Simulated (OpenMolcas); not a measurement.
# SiN2H5OF (SMILES N[Si](N)(O)F): levels of theory compared

Wanted: a comparison of 6 runs (HF/STO-3G, B3LYP/6-31G*, BHLYP/cc-pVDZ, M06-L/cc-pVDZ, PBE/cc-pVDZ, MP2/cc-pVDZ) of SiN2H5OF. 

The results are computed with OpenMolcas 26.06.

1 further run of the same task is left out (it didn't finish).

## Step 1: Starting point

SiN2H5OF: 10 atoms, total charge 0, spin state singlet. SMILES: `N[Si](N)(O)F`. The O4–H10 distance was set to 2.107 Å, away from the relaxed value. At this shape a bond of the SMILES string is far longer than usual.

Bond lengths: N1–Si2 1.685 Å, Si2–N3 1.695 Å, Si2–O4 1.637 Å, Si2–F5 1.605 Å, N1–H6 1.004 Å, N1–H7 1.005 Å, N3–H8 1.005 Å, N3–H9 1.005 Å. Some angles: N1–Si2–N3 109.0°, N1–Si2–O4 103.8°, N1–Si2–F5 116.8°, N3–Si2–O4 119.6°, N3–Si2–F5 102.6°, O4–Si2–F5 105.7°, Si2–N1–H6 122.0°, Si2–N1–H7 121.9°, Si2–N3–H8 121.3°, Si2–N3–H9 121.7°.

## Step 2: The energy at HF/STO-3G (run 1)

test.input reads:

```
* FH5N2OSi Hartree-Fock

&GATEWAY
 BASLIB
 $CurrDir
 COORD
 10
 angstrom
 N       -0.893180       2.332434       0.601386
 Si      -0.413980       0.740634       0.327886
 N       -0.966080      -0.228066       1.603986
 O        1.193620       0.859634       0.041086
 F       -1.031280       0.009934      -0.960414
 H       -1.805680       2.560134       0.953486
 H       -0.430780       3.109034       0.162086
 H       -1.218580      -1.190066       1.457286
 H       -0.716280      -0.036666       2.558686
 H        2.068800      -0.674900      -1.106900
 BASIS
 STO-3G
 GROUP
 NoSym

&SEWARD

&SCF
 THRESHOLDS
 1e-10 1e-07 1e-07 1e-05
 PRORBITALS
 0
```

The basis set STO-3G is read from a file made from the Basis Set Exchange's data (not shown).

Launch:

```sh
$ export MOLCAS_MEM=1860
$ pymolcas test.input > test.log
```

Log:

```text
--- Start Module: gateway ---
[...]
--- Stop Module: gateway /rc=_RC_ALL_IS_WELL_ ---
--- Start Module: seward ---
[...]
      Basis functions           34
--- Stop Module: seward /rc=_RC_ALL_IS_WELL_ ---
--- Start Module: scf ---
[...]
       Convergence after  18 Iterations
[...]
::    Total SCF energy                               -567.6308144431
[...]
      Total spin, S                                     0.0000000000
[...]
      Total electronic charge=   50.000000
      Total            charge=   -0.000000
[...]
      Dipole Moment (debye):
      Origin of the operator (angstrom)=   -0.4191    0.7074    0.2762
                   X= -5.0283E-01               Y=  1.3152E-01               Z=  8.4730E-01           Total=  9.9401E-01
      Quadrupole Moment (debye*angstrom):
[...]
--- Stop Module: scf /rc=_RC_ALL_IS_WELL_ ---
[...]
```

Wall time 1.3 s (1 thread of Intel Xeon 6975P-C (Granite Rapids), shared host); peak memory 0.37 GiB.

## Step 3: A single-point energy at B3LYP/6-31G(d) (Cartesian functions) (run 2)

test.inp reads:

```
&gateway
baslib = $CurrDir
coord
10
angstrom
N       -0.893180       2.332434       0.601386
Si      -0.413980       0.740634       0.327886
N       -0.966080      -0.228066       1.603986
O        1.193620       0.859634       0.041086
F       -1.031280       0.009934      -0.960414
H       -1.805680       2.560134       0.953486
H       -0.430780       3.109034       0.162086
H       -1.218580      -1.190066       1.457286
H       -0.716280      -0.036666       2.558686
H        2.068800      -0.674900      -1.106900
basis = 6-31Gs
group = NoSym
&seward
gridinput
Grid=UltraFine
End of Grid
&scf
ksdft = B3LYP
thresholds = 1e-10 1e-07 1e-07 1e-05
prorbitals = 0
```

The basis set 6-31G* is read from a file made from the Basis Set Exchange's data (not shown).

Launch:

```sh
$ export MOLCAS_MEM=1860
$ pymolcas test.inp > test.log
```

Log:

```text
--- Start Module: gateway ---
[...]
--- Stop Module: gateway /rc=_RC_ALL_IS_WELL_ ---
--- Start Module: seward ---
[...]
      Basis functions           89
--- Stop Module: seward /rc=_RC_ALL_IS_WELL_ ---
[...]
--- Start Module: scf ---
[...]
       Convergence after  19 Iterations
[...]
::    Total KS-DFT energy                            -577.0461164871
[...]
      Total spin, S                                     0.0000000000
[...]
      Total electronic charge=   50.000000
      Total            charge=   -0.000000
[...]
      Dipole Moment (debye):
      Origin of the operator (angstrom)=   -0.4191    0.7074    0.2762
                   X= -3.4688E-01               Y= -2.4712E-01               Z=  1.0202E+00           Total=  1.1055E+00
      Quadrupole Moment (debye*angstrom):
[...]
--- Stop Module: scf /rc=_RC_ALL_IS_WELL_ ---
[...]
```

It took 27 s on 1 thread of Intel Xeon 6975P-C (Granite Rapids), shared host; peak memory 0.49 GiB.

Runs 3 to 5 aren't shown in full; the table further down has their settings and results.

## Step 4: A single-point energy at MP2/cc-pVDZ (run 6)

geom.xyz reads:

```xyz
10

N     -0.893180     2.332434     0.601386
Si    -0.413980     0.740634     0.327886
N     -0.966080    -0.228066     1.603986
O      1.193620     0.859634     0.041086
F     -1.031280     0.009934    -0.960414
H     -1.805680     2.560134     0.953486
H     -0.430780     3.109034     0.162086
H     -1.218580    -1.190066     1.457286
H     -0.716280    -0.036666     2.558686
H      2.068800    -0.674900    -1.106900
```

mol.inp reads:

```
&GATEWAY
 BasLib=$CurrDir
 Coord=geom.xyz
 Basis=cc-pVDZ
 Group=NoSym

&SEWARD

&SCF
 Thresholds=1e-10 1e-07 1e-07 1e-05
 PrOrbitals=1 2

&MBPT2
 Frozen=9
```

The basis set cc-pVDZ is read from a file made from the Basis Set Exchange's data (not shown).

Launch:

```sh
$ export MOLCAS_MEM=1860
$ pymolcas mol.inp > mol.log
```

Log:

```text
--- Start Module: gateway ---
[...]
--- Stop Module: gateway /rc=_RC_ALL_IS_WELL_ ---
[...]
      Basis functions           99
[...]
--- Start Module: scf ---
[...]
       Convergence after  19 Iterations
[...]
::    Total SCF energy                               -574.9846517769
[...]
      Total spin, S                                     0.0000000000
[...]
      Total electronic charge=   50.000000
      Total            charge=   -0.000000
[...]
      Dipole Moment (debye):
      Origin of the operator (angstrom)=   -0.4191    0.7074    0.2762
                   X=  3.7978E-01               Y= -7.6897E-01               Z=  8.1135E-01           Total=  1.1806E+00
      Quadrupole Moment (debye*angstrom):
[...]
--- Stop Module: scf /rc=_RC_ALL_IS_WELL_ ---
[...]
--- Start Module: mbpt2 ---
[...]
WARNING!
Default frozen orbitals as non valence orbitals is overwritten by user input.
Default values:   6
[...]
       Reference weight ( Cref**2 )         =        0.77388
::    Total MBPT2 energy                             -575.8412416156
[...]
      Total MBPT2 calculations                           0.33      0.39
--- Stop Module: mbpt2 /rc=_RC_ALL_IS_WELL_ ---
[...]
```

Wall time 10 s (1 thread of Intel Xeon 6975P-C (Granite Rapids), shared host); peak memory 0.55 GiB.

## Step 5: All runs side by side

| run | level | Cartesian functions | integration grid | energy (Eh) | dipole moment (D) of the reference | HOMO energy (eV) | LUMO energy (eV) | wall time |
| --- | --- | --- | --- | --- | --- | --- | --- | --- |
| 1 | HF/STO-3G | no | – | -567.630814 | 0.99 | -6.91 | 2.81 | 1.3 s |
| 2 | B3LYP/6-31G* (Cartesian functions) | yes | UltraFine | -577.046116 | 1.11 | -6.87 | -5.00 | 27 s |
| 3 | BHLYP/cc-pVDZ | no | UltraFine | -576.890619 | 1.07 | -8.65 | -4.05 | 35 s |
| 4 | M06-L/cc-pVDZ | no | UltraFine | -577.017057 | 1.57 | -6.04 | -5.45 | 62 s |
| 5 | PBE/cc-pVDZ | no | UltraFine | -576.596682 | 1.77 | -5.64 | -5.32 | 48 s |
| 6 | MP2/cc-pVDZ | no | – | -575.841242 | 1.18 | -10.92 | -1.65 | 10 s |

## Step 6: What came out

| quantity | value |
| --- | --- |
| run 6: total energy | -575.84124 Eh |
| run 6: dipole moment (mean-field density) | 1.18 D |
| run 6: HOMO energy (Hartree–Fock orbitals) | -10.92 eV |
| run 6: LUMO energy (Hartree–Fock orbitals) | -1.65 eV |
| run 6: HOMO–LUMO gap (Hartree–Fock orbitals) | 9.27 eV |
| run 6: correlation energy (9 core orbitals frozen) | -856.6 mEh |

Over runs 1, 2, 3, 4, 5 the dipole moment (its size) runs from 0.99 D (HF/STO-3G) to 1.77 D (PBE/cc-pVDZ). The two ends differ in method and basis. Over runs 1, 2, 3, 4, 5 the HOMO–LUMO gap runs from 0.32 eV (PBE/cc-pVDZ) to 9.72 eV (HF/STO-3G). Totals of different functionals can't be ranked against each other. In run 1 the basis is minimal, so the values are rough. In runs 1, 2, 3, 4, 5, 6 a closed-shell determinant meets a far-stretched bond, which it describes badly. All runs together took 3.1 min, the longest 62 s.
